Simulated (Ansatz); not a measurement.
# C9H17NZr: small, medium and large basis sets

The task here is to estimate one member of a computed series from the others.

The runs use Ansatz 0.2.0, Gaussian basis; one geometry, several basis sets.

The runs, in order: PBE0-D4/def2-SVP; ωB97M-V/def2-SVP; PBE0-D4/def2-QZVPP; ωB97M-V/def2-QZVPP; the functionals' def2-TZVPP values are taken from earlier runs.

## The relaxed structure

All runs share one geometry, relaxed beforehand with PBE0-D4 in a triple-zeta def2 set. Zr takes the def2 core potential; no spin-orbit term is included.

SMILES `C[N](C)[Zr]1234([CH3])([CH3])[C@H]5[C@@H]1[C@@H]2[C@@H]3[C@H]54`, 28 atoms, charge 0, spin multiplicity 1.

Atoms are counted from 1 here; the program's logs count them from 0.

Bond lengths: C1–N2 1.439 Å, C1–H12 1.095 Å, C1–H13 1.101 Å, C1–H14 1.100 Å, N2–C3 1.440 Å, N2–Zr4 2.038 Å, C3–H15 1.100 Å, C3–H16 1.095 Å, C3–H17 1.101 Å, Zr4–C5 2.245 Å, Zr4–C6 2.245 Å, Zr4–C7 2.568 Å, Zr4–C8 2.567 Å, Zr4–C9 2.518 Å, Zr4–C10 2.509 Å, Zr4–C11 2.520 Å, C5–H18 1.096 Å, C5–H19 1.095 Å and more. Angles: N2–C1–H12 110.9°, N2–C1–H13 112.0°, N2–C1–H14 111.6°, H12–C1–H13 107.8°, H12–C1–H14 107.0°, H13–C1–H14 107.3°, C1–N2–C3 112.9°, C1–N2–Zr4 123.0°, C3–N2–Zr4 122.8°, N2–C3–H15 111.6°, N2–C3–H16 110.9°, N2–C3–H17 112.0°, H15–C3–H16 107.0°, H15–C3–H17 107.3°, H16–C3–H17 107.8°, N2–Zr4–C5 106.4°, N2–Zr4–C6 106.4°, N2–Zr4–C7 140.4° and more.

Set-up of the first run:

File in.yaml:

```yaml
crystal:
  periodic: [false, false, false]
  atoms:
    - {symbol: C, position_ang: [-1.737247, -2.123450, 0.410893]}
    - {symbol: N, position_ang: [-0.982216, -1.045345, 0.993740]}
    - {symbol: C, position_ang: [-0.641698, -1.281201, 2.372414]}
    - {symbol: Zr, position_ang: [-0.136976, 0.442398, -0.112985]}
    - {symbol: C, position_ang: [-1.633385, 0.980762, -1.697971]}
    - {symbol: C, position_ang: [-0.000417, 2.234775, 1.232565]}
    - {symbol: C, position_ang: [1.537371, 0.776178, -2.031061]}
    - {symbol: C, position_ang: [2.177694, 1.249934, -0.872797]}
    - {symbol: C, position_ang: [2.361928, 0.155419, 0.001674]}
    - {symbol: C, position_ang: [1.850442, -1.000256, -0.624813]}
    - {symbol: C, position_ang: [1.324405, -0.611752, -1.874641]}
    - {symbol: H, position_ang: [-1.944205, -1.927686, -0.646274]}
    - {symbol: H, position_ang: [-1.202607, -3.084248, 0.476435]}
    - {symbol: H, position_ang: [-2.708328, -2.254344, 0.910157]}
    - {symbol: H, position_ang: [-1.538591, -1.354452, 3.004566]}
    - {symbol: H, position_ang: [-0.035512, -0.460775, 2.770318]}
    - {symbol: H, position_ang: [-0.071273, -2.214399, 2.502776]}
    - {symbol: H, position_ang: [-1.420002, 1.951083, -2.160899]}
    - {symbol: H, position_ang: [-1.746237, 0.253219, -2.508746]}
    - {symbol: H, position_ang: [-2.606787, 1.065086, -1.192965]}
    - {symbol: H, position_ang: [0.774621, 2.189037, 2.004976]}
    - {symbol: H, position_ang: [0.154113, 3.164685, 0.673256]}
    - {symbol: H, position_ang: [-0.970807, 2.316834, 1.743694]}
    - {symbol: H, position_ang: [1.235851, 1.367727, -2.882268]}
    - {symbol: H, position_ang: [2.459358, 2.272234, -0.670644]}
    - {symbol: H, position_ang: [2.815745, 0.198682, 0.981651]}
    - {symbol: H, position_ang: [1.843991, -1.998637, -0.212901]}
    - {symbol: H, position_ang: [0.840808, -1.261520, -2.590159]}
basis:
  gaussian: {orbitals: def2-SVP}
hamiltonian: {xc: pbe0, dispersion: d4}
output: {orbitals: {seedname: orbitals}}
```

The run is started by

```console
ansatz run in.yaml --threads 11 --pin off --events-out ev --progress --plain --max-ram 174080MiB --backend cpu
```

Steps of the session up to this table: PBE0-D4 in def2-SVP; ωB97M-V in def2-SVP; PBE0-D4 in def2-QZVPP; ωB97M-V in def2-QZVPP.

One table of the session follows, with a row left open; its other results are not shown here.

It belongs to the step «Density functionals: the series». 

| functional | basis | HOMO (eV) |
| --- | --- | --- |
| PBE0-D4 | def2-SVP | -6.15 |
| PBE0-D4 | def2-TZVPP | -6.19 |
| PBE0-D4 | def2-QZVPP | -6.21 |
| ωB97M-V | def2-SVP | -8.36 |
| ωB97M-V | def2-TZVPP | ? |
| ωB97M-V | def2-QZVPP | -8.41 |

**Question.** Estimate the row for ωB97M-V, def2-TZVPP.

The run gave: HOMO (eV): -8.40. In the column «HOMO (eV)» it lies between ωB97M-V, def2-QZVPP (-8.41) and ωB97M-V, def2-SVP (-8.36).
